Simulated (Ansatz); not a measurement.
**C₂HFSe (SMILES FC#C[SeH]): functionals against CCSD(T) at one geometry**

An exercise on one series of results from a longer session: the logs are not shown, and one member is left open.

Method: single points in def2-TZVPP; program: Ansatz 0.2.0, Gaussian basis.

Correlated methods freeze the cores. Filled d shells of the heavier atoms are correlated.

**Starting geometry**

SMILES `FC#C[SeH]`, 5 atoms, charge 0, spin multiplicity 1.

Atoms are counted from 1 here; the program's logs count them from 0.

Bond lengths: F1–C2 1.249 Å, C2–C3 1.208 Å, C3–Se4 1.813 Å, Se4–H5 1.502 Å. Angles: F1–C2–C3 174.0°, C2–C3–Se4 168.5°, C3–Se4–H5 93.6°.

As a file:

```mol
C2HFSe
  3D, bonds by distance, orders not assigned

  5  4  0  0  0  0  0  0  0  0999 V2000
    1.4421   -1.3838    1.5063 F   0  0
    0.6757   -0.8113    0.7029 C   0  0
    0.0063   -0.1547   -0.0580 C   0  0
   -1.1142    0.5080   -1.3193 Se  0  0
   -0.9802    1.9218   -0.8309 H   0  0
  1  2  8  0
  2  3  8  0
  3  4  8  0
  4  5  8  0
M  END
```

The first run:

Contents of run/in.yaml:

```yaml
crystal:
  periodic: [false, false, false]
  atoms:
    - {symbol: F, position_ang: [1.442100, -1.383800, 1.506300]}
    - {symbol: C, position_ang: [0.675700, -0.811300, 0.702900]}
    - {symbol: C, position_ang: [0.006300, -0.154700, -0.058000]}
    - {symbol: Se, position_ang: [-1.114200, 0.508000, -1.319300]}
    - {symbol: H, position_ang: [-0.980200, 1.921800, -0.830900]}
basis:
  gaussian: {orbitals: def2-TZVPP}
correlation: {method: ccsd_t}
output: {forces: true}
```

No record of the launch command was kept for these runs.

Among the steps run: CCSD(T)/def2-TZVPP; PBE0-D4/def2-TZVPP; wB97M-V/def2-TZVPP; r2SCAN-D4/def2-TZVPP; PBE-D4/def2-TZVPP; wB97X-V/def2-TZVPP; SPW92/def2-TZVPP.

One of the session's tables, all rows but one given; the rest of the session is left out.

| method | RMS force component (eV/Å) | angle to CCSD(T) forces (°) | dipole (D) |
| --- | --- | --- | --- |
| CCSD(T) | 0.797 | reference | 0.57 |
| PBE0-D4 | 0.769 | 21.5 | 0.56 |
| wB97M-V | 1.053 | 22.8 | 0.54 |
| r2SCAN-D4 | ? | ? | ? |
| PBE-D4 | 0.700 | 16.2 | 0.47 |
| wB97X-V | 1.032 | 21.3 | 0.55 |
| SPW92 | 0.459 | 19.6 | 0.58 |

**Question.** Estimate the row for r2SCAN-D4.

**Answer.** RMS force component (eV/Å): 0.707; angle to CCSD(T) forces (°): 12.7; dipole (D): 0.51. In the column «RMS force component (eV/Å)» it lies between PBE-D4 (0.700) and PBE0-D4 (0.769).
